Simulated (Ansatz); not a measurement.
# C10H10Cl2Ti: a ladder of functionals and wavefunction methods

An exercise on one series of results from a longer session: the logs are not shown, and one member is left open.

Computed with Ansatz 0.2.0, Gaussian basis. Level: functionals in def2-TZVPP, the program's frozen cores in correlated methods.

Plan: LDA (SPW92), PBE-D4, revPBE-D4, BLYP-D4, r2SCAN-D4, B97M-V, PBE0-D4, B3LYP-D4, r2SCANh-D4, r2SCAN0-D4, HSE06-D4, BHLYP-D4, CAM-B3LYP-D4, LC-ωPBE, ωB97X-V, ωB97M-V, B2PLYP, PBE-QIDH; CCSD(T)/def2-SVP; CCSD(T)/def2-TZVPP; MP2/def2-QZVPP; extrapolation to the limit; RPA on PBE.

### Structure used throughout

The geometry comes from an earlier relaxation with PBE0-D4 in a triple-zeta def2 set; it is a stationary point, not always the lowest conformer.

SMILES `[Cl][Ti]12345678([Cl])([C@H]9[C@@H]1[C@@H]2[C@@H]3[C@H]94)[C@H]1[C@@H]5[C@@H]6[C@@H]7[C@H]18`, 23 atoms, charge 0, spin multiplicity 1.

Atoms are counted from 1 here; the program's logs count them from 0.

Bond lengths: Cl1–Ti2 2.320 Å, Ti2–Cl3 2.320 Å, Ti2–C4 2.395 Å, Ti2–C5 2.380 Å, Ti2–C6 2.368 Å, Ti2–C7 2.355 Å, Ti2–C8 2.403 Å, Ti2–C9 2.355 Å, Ti2–C10 2.403 Å, Ti2–C11 2.395 Å, Ti2–C12 2.380 Å, Ti2–C13 2.368 Å, C4–C5 1.415 Å, C4–C8 1.401 Å, C4–H14 1.078 Å, C5–C6 1.401 Å, C5–H15 1.078 Å, C6–C7 1.417 Å and more. Angles: Cl1–Ti2–Cl3 96.6°, Cl1–Ti2–C4 80.9°, Cl1–Ti2–C5 80.2°, Cl1–Ti2–C6 111.5°, Cl1–Ti2–C7 135.8°, Cl1–Ti2–C8 112.4°, Cl1–Ti2–C9 98.6°, Cl1–Ti2–C10 76.9°, Cl1–Ti2–C11 92.5°, Cl1–Ti2–C12 126.9°, Cl1–Ti2–C13 132.2°, Cl3–Ti2–C4 92.4°, Cl3–Ti2–C5 126.8°, Cl3–Ti2–C6 132.2°, Cl3–Ti2–C7 98.7°, Cl3–Ti2–C8 76.9°, Cl3–Ti2–C9 135.8°, Cl3–Ti2–C10 112.4° and more.

Set-up of the first run:

Input file in.yaml:

```yaml
crystal:
  periodic: [false, false, false]
  atoms:
    - {symbol: Cl, position_ang: [0.214344, 0.570872, -2.682847]}
    - {symbol: Ti, position_ang: [0.218493, -0.226326, -0.504287]}
    - {symbol: Cl, position_ang: [1.357197, -2.198940, -0.944406]}
    - {symbol: C, position_ang: [-1.866335, -1.147745, -1.239771]}
    - {symbol: C, position_ang: [-2.111095, 0.170186, -0.786880]}
    - {symbol: C, position_ang: [-1.836257, 0.215029, 0.586443]}
    - {symbol: C, position_ang: [-1.397282, -1.071695, 0.986067]}
    - {symbol: C, position_ang: [-1.454018, -1.913525, -0.141541]}
    - {symbol: C, position_ang: [0.705683, 1.790625, 0.609733]}
    - {symbol: C, position_ang: [1.687772, 1.672266, -0.392782]}
    - {symbol: C, position_ang: [2.457154, 0.533798, -0.120246]}
    - {symbol: C, position_ang: [1.981211, -0.037960, 1.083340]}
    - {symbol: C, position_ang: [0.912011, 0.743308, 1.541614]}
    - {symbol: H, position_ang: [-1.926575, -1.484415, -2.262086]}
    - {symbol: H, position_ang: [-2.408899, 1.002675, -1.404194]}
    - {symbol: H, position_ang: [-1.930821, 1.079548, 1.223986]}
    - {symbol: H, position_ang: [-1.101006, -1.367828, 1.980382]}
    - {symbol: H, position_ang: [-1.156247, -2.947986, -0.169390]}
    - {symbol: H, position_ang: [-0.047009, 2.561488, 0.667828]}
    - {symbol: H, position_ang: [1.779997, 2.303597, -1.260213]}
    - {symbol: H, position_ang: [3.233647, 0.126837, -0.747544]}
    - {symbol: H, position_ang: [2.348386, -0.944309, 1.537818]}
    - {symbol: H, position_ang: [0.339638, 0.570520, 2.439005]}
basis:
  gaussian: {orbitals: def2-TZVPP}
hamiltonian: {xc: lda}
output: {orbitals: {seedname: orbitals}}
```

On the command line:

```
$ ansatz run in.yaml --threads 11 --pin off --events-out ev --progress --plain --max-ram 110592MiB --backend cuda --devices 0, --max-vram 75GiB
```

Among the steps run: LDA; PBE-D4 (GGA); revPBE-D4 (GGA); BLYP-D4 (GGA); r2SCAN-D4 (meta-GGA); B97M-V (meta-GGA); PBE0-D4 (hybrid); B3LYP-D4 (hybrid); r2SCANh-D4 (hybrid); r2SCAN0-D4 (hybrid); HSE06-D4 (hybrid); BHLYP-D4 (hybrid); CAM-B3LYP-D4 (range-separated); LC-ωPBE (range-separated); ωB97X-V (range-separated); ωB97M-V (range-separated); B2PLYP (double hybrid); PBE-QIDH (double hybrid).

One table of the session follows, with a row left open; its other results are not shown here.

It belongs to the step «Frontier levels by functional». 

| functional | HOMO (eV) | LUMO (eV) | gap (eV) |
| --- | --- | --- | --- |
| LDA (SPW92) | -5.86 | -3.68 | 2.18 |
| PBE-D4 | -5.67 | -3.41 | 2.26 |
| revPBE-D4 | -5.60 | -3.32 | 2.28 |
| BLYP-D4 | -5.50 | -3.27 | 2.22 |
| r2SCAN-D4 | -5.87 | -3.35 | 2.52 |
| B97M-V | -5.92 | -3.32 | 2.60 |
| PBE0-D4 | -6.70 | -2.42 | 4.28 |
| B3LYP-D4 | -6.49 | -2.65 | 3.84 |
| r2SCANh-D4 | ? | ? | ? |
| r2SCAN0-D4 | -6.84 | -2.37 | 4.47 |
| HSE06-D4 | -6.32 | -2.80 | 3.52 |
| BHLYP-D4 | -7.56 | -1.23 | 6.33 |
| CAM-B3LYP-D4 | -7.91 | -1.33 | 6.58 |
| LC-ωPBE | -9.19 | -0.31 | 8.88 |
| ωB97X-V | -8.86 | -0.30 | 8.56 |
| ωB97M-V | -8.75 | -0.32 | 8.43 |

Q: Estimate the row for r2SCANh-D4 from the others.

Worked estimate for «HOMO (eV)». Against the share of exact exchange, r2SCAN-D4 (0, -5.87), r2SCAN0-D4 (0.25, -6.84) give a slope of -3.88 per unit share; at 0.1 the line stands at -6.26.

**Answer.** HOMO (eV): -6.26; LUMO (eV): -2.96; gap (eV): 3.30. In «HOMO (eV)» the line misses by 0.00.
